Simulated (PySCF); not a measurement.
# C3H10GeO3 (GeH(OMe)3): the cost of one run

Computed with PySCF 2.14.0, with density-fitted response routines of our own, on a single molecule in the gas phase. Atoms are numbered from 0 throughout.

## 1. The molecule as given

17 atoms, charge 0, multiplicity 1; geometry from: GFN2-xTB. The atoms were then displaced at random by about 0.03 Å, so the start is not that level's minimum.

Bonds of the start (Å): Ge0–H1 1.50, Ge0–O2 1.65, Ge0–O7 1.84, Ge0–O12 1.76, O2–C3 1.51, C3–H4 1.05, C3–H5 1.00, C3–H6 1.13, O7–C8 1.39, C8–H9 1.06, C8–H10 1.11, C8–H11 1.13, O12–C13 1.39, C13–H14 1.06, C13–H15 1.05, C13–H16 1.10.

## 2. Optimising the geometry at PBE0-D3(BJ)/def2-SVP

Job settings and geometry (Å):

```
{"job": {"xc": "PBE0", "basis": "def2-SVP", "d3": "d3bj", "grid": 1, "maxiter": 40, "shake": 0.03, "kind": "geom"}, "charge": 0, "multiplicity": 1}
Ge     0.081140    -0.065830     0.521970
H      0.077610     0.038910     2.017220
O      1.545220    -0.123870    -0.229480
C      2.546720    -1.250440    -0.236890
H      2.769150    -1.544560     0.747520
H      3.302860    -0.977150    -0.839790
H      1.967780    -2.118980    -0.671440
O     -0.676000     1.463490    -0.152900
C     -0.148110     2.751340    -0.199700
H     -0.004730     3.185740     0.752610
H     -0.868860     3.329860    -0.811260
H      0.833040     2.692380    -0.755190
O     -1.000950    -1.319910    -0.074090
C     -2.376420    -1.481030     0.009250
H     -2.701340    -1.613120     1.014500
H     -2.564080    -2.360190    -0.537980
H     -2.811580    -0.607220    -0.494100
```

Launch:

```bash
OMP_NUM_THREADS=1 python probes_run.py task.json out
```

The driver reads the jobs from task.json and runs them one after another.

**Question.** How long does this first job take on 1 thread of Arm Neoverse V1, shared host, and how much memory does it need?

About 1.7 min, with a peak of 0.64 GiB.
